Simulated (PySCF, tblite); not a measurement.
# C7H11O radical: geometry, infrared bands and EPR parameters

Wanted: the infrared bands and EPR parameters of C7H11O radical (`[CH2]C[C@@H](C)/C=C\C=O`), by calculation.

Computed with tblite 0.8.0 and PySCF 2.14.0, with density-fitted response routines of our own, on a single molecule in the gas phase. Atoms count from 0, in the outputs and in this text.

### Step 1. The starting structure

19 atoms, charge 0, multiplicity 2; geometry from: force field or distance geometry start.

Bonds of the start (Å): C0–C1 1.49, C1–C2 1.54, C2–C3 1.55, C2–C4 1.46, C4–C5 1.31, C5–C6 1.46, C6–O7 1.26, C0–H8 1.10, C0–H9 1.12, C1–H10 1.12, C1–H11 1.11, C2–H12 1.08, C3–H13 1.08, C3–H14 1.12, C3–H15 1.13, C4–H16 1.09, C5–H17 1.09, C6–H18 1.07.

### Step 2. Relaxing the molecule with GFN2-xTB

What the job is given:

```
{"job": {"kind": "relax", "xc": "GFN2-xTB", "basis": "xTB"}, "charge": 0, "multiplicity": 2}
C     -1.865500    -1.095000     0.858400
C     -1.225900    -0.960100    -0.475900
C     -0.208800     0.187800    -0.399900
C     -1.003900     1.471200    -0.061800
C      0.745500     0.024800     0.697600
C      2.036600     0.014900     0.495300
C      2.694900     0.164400    -0.796000
O      3.953600     0.133700    -0.803100
H     -1.465700    -1.867000     1.532200
H     -2.979600    -1.029100     0.860000
H     -0.704100    -1.895500    -0.818400
H     -1.997100    -0.736000    -1.237100
H      0.194400     0.265000    -1.402800
H     -1.568700     1.830700    -0.913900
H     -1.619300     1.218200     0.838200
H     -0.202100     2.189700     0.264700
H      0.350700    -0.087800     1.705900
H      2.670200    -0.118200     1.374100
H      2.185000     0.297500    -1.725200
```

Command:

```bash
OMP_NUM_THREADS=1 python probes_run.py task.json out
```

The driver reads the jobs from task.json and runs them one after another.

**Question.** This job is followed by: GFN2-xTB harmonic vibrations, gas phase; UKS B3LYP, pcH-1 on C H O, non-relativistic, mean-field spin-orbit, GIAO. Predict these results of the whole session: strongest single infrared mode (GFN2-xTB); zero-point energy (GFN2-xTB); g(iso) (B3LYP); ⟨S²⟩; largest a(iso) (averaged by class); potential on the surface of density 0.002 e/bohr³, 1st and 99th percentile.

The runs gave:

| quantity | value |
| --- | --- |
| strongest single infrared mode (GFN2-xTB) | 1720 cm⁻¹, 528 km/mol |
| zero-point energy (GFN2-xTB) | 98.2 kcal/mol |
| g(iso) (B3LYP) | 2.00266 |
| ⟨S²⟩ | 0.754 (exact 0.75) |
| largest a(iso) (averaged by class) | 13C on C0, 90.1 MHz |
| potential on the surface of density 0.002 e/bohr³, 1st and 99th percentile | -1.76 V and 1.03 V |

In words: The optimisation took 171 steps and gained 0.721 eV; among the close pairs (by a distance rule), C6–O7 changed most, from 1.259 to 1.209 Å. No mode is imaginary among the 51: a minimum at this level. The strongest single mode, at 1720 cm⁻¹, moves mainly C6 and O7. GFN2-xTB is a fitted tight-binding method: band positions and strengths are rough. Its intensities can rank the bands wrongly. C0 carries the largest spin population, 1.07 e. The isotropic g lies 0.3 ppt above the free-electron value. The conformer search (at its own cheap level) found a structure 20.4 kcal/mol lower, too far down for a turn about a bond: it may have other bonds, so these spectra needn't be the molecule's.
